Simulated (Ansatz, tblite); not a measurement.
# The cluster B8P8: a ladder of methods and basis sets

How do method and basis change the picture of the cluster B8P8 (singlet)?

Program: Ansatz 0.2.0, Gaussian basis. Level of theory: as each input shows. These are calculated values, not measurements.

The runs, in order: GFN1-xTB, GFN2-xTB, PBE-D4/def2-SVP, r2SCAN-D4/def2-SVP, MP2/def2-SVP.

8 further runs of the same task are left out: 6 that didn't finish, 2 set aside as unsound or not needed.

**1. The structure**

The singlet was relaxed beforehand with r2SCAN-D4/def2-SVP.

16 atoms, charge 0, spin multiplicity 1.

Bond lengths: B1–P2 1.970 Å, B1–P4 1.889 Å, B1–P6 1.923 Å, P2–B3 1.889 Å, P2–B9 1.946 Å, B3–P4 1.970 Å, B3–P10 1.923 Å, P4–B5 1.946 Å, B5–P6 1.894 Å, B5–P12 1.932 Å, P6–B7 1.932 Å, B7–P8 1.894 Å, B7–P13 1.946 Å, P8–B9 1.932 Å, P8–B14 1.923 Å, B9–P10 1.894 Å, P10–B11 1.932 Å and more. Angles: P2–B1–P4 110.4°, P2–B1–P6 133.5°, P4–B1–P6 107.5°, B1–P2–B3 62.7°, B1–P2–B9 87.4°, B3–P2–B9 67.5°, P2–B3–P4 110.4°, P2–B3–P10 107.5°, P4–B3–P10 133.5°, B1–P4–B3 62.7°, B1–P4–B5 67.5°, B3–P4–B5 87.4° and more.

PBE0-D4/def2-SVP was run before; its log isn't repeated, and its numbers join the tables.

**2. GFN1-xTB**

Tight binding, by tblite at 300 K electronic temperature and without a spin-polarisation term:

```python
tblite.interface.Calculator('GFN1-xTB', numbers, positions, charge=0, uhf=0).singlepoint()
```

Energy -871.3130 eV, HOMO -9.75 eV, LUMO -8.81 eV; 0.028 s.

**3. GFN2-xTB**

Tight binding, by tblite at 300 K electronic temperature and without a spin-polarisation term:

```python
tblite.interface.Calculator('GFN2-xTB', numbers, positions, charge=0, uhf=0).singlepoint()
```

Energy -810.4430 eV, HOMO -10.42 eV, LUMO -8.89 eV; 0.03 s.

**4. PBE-D4/def2-SVP**

start.molden holds the orbitals of an earlier run on this state, given as this run's starting guess.

Contents of in.yaml:

```yaml
crystal:
  periodic: [false, false, false]
  atoms:
    - {symbol: B, position_ang: [-0.999339, 0.129375, 2.151991]}
    - {symbol: P, position_ang: [-0.124386, -1.575508, 2.608364]}
    - {symbol: B, position_ang: [0.994054, -0.122532, 2.154861]}
    - {symbol: P, position_ang: [0.117978, 1.583790, 2.603642]}
    - {symbol: B, position_ang: [-0.490088, 1.656141, 0.756894]}
    - {symbol: P, position_ang: [-2.118900, 0.692485, 0.693367]}
    - {symbol: B, position_ang: [-1.654015, -0.490425, -0.761400]}
    - {symbol: P, position_ang: [-0.690555, -2.119227, -0.694565]}
    - {symbol: B, position_ang: [0.488232, -1.653722, 0.763359]}
    - {symbol: P, position_ang: [2.117192, -0.690247, 0.700778]}
    - {symbol: B, position_ang: [1.655857, 0.488001, -0.758892]}
    - {symbol: P, position_ang: [0.692260, 2.117013, -0.699614]}
    - {symbol: P, position_ang: [-1.576431, 0.117066, -2.608125]}
    - {symbol: B, position_ang: [-0.123352, -1.000125, -2.151960]}
    - {symbol: P, position_ang: [1.582847, -0.125369, -2.603853]}
    - {symbol: B, position_ang: [0.128658, 0.993285, -2.154850]}
basis:
  gaussian: {orbitals: def2-SVP, initial_orbitals: start.molden}
hamiltonian: {xc: pbe, dispersion: d4}
scf: {omitted_lower_state_checks: [starts]}
output: {forces: true, orbitals: {seedname: orbitals}}
```

On the command line:

```bash
$ ansatz run in.yaml --threads 4 --pin off --events-out ev --progress --plain --max-ram 6963MiB
```

After this run come: r2SCAN-D4/def2-SVP; MP2/def2-SVP.

Before running them: what should the planned runs give, taken together? Wanted: gap in def2-SVP, named functionals, smallest and largest; correlation energy, MP2/def2-SVP; binding an atom, functionals in def2-SVP.

The runs gave:

| quantity | value |
| --- | --- |
| gap in def2-SVP, named functionals, smallest and largest | 1.67 eV (PBE-D4), 3.28 eV (PBE0-D4) |
| correlation energy, MP2/def2-SVP | -44.57 eV |
| binding an atom, functionals in def2-SVP | 4.43 (r2SCAN-D4) to 4.65 eV (PBE-D4) |

What this shows: Over the named functionals in def2-SVP the gap runs from 1.67 eV (PBE-D4) to 3.28 eV (PBE0-D4); exact exchange widens it.
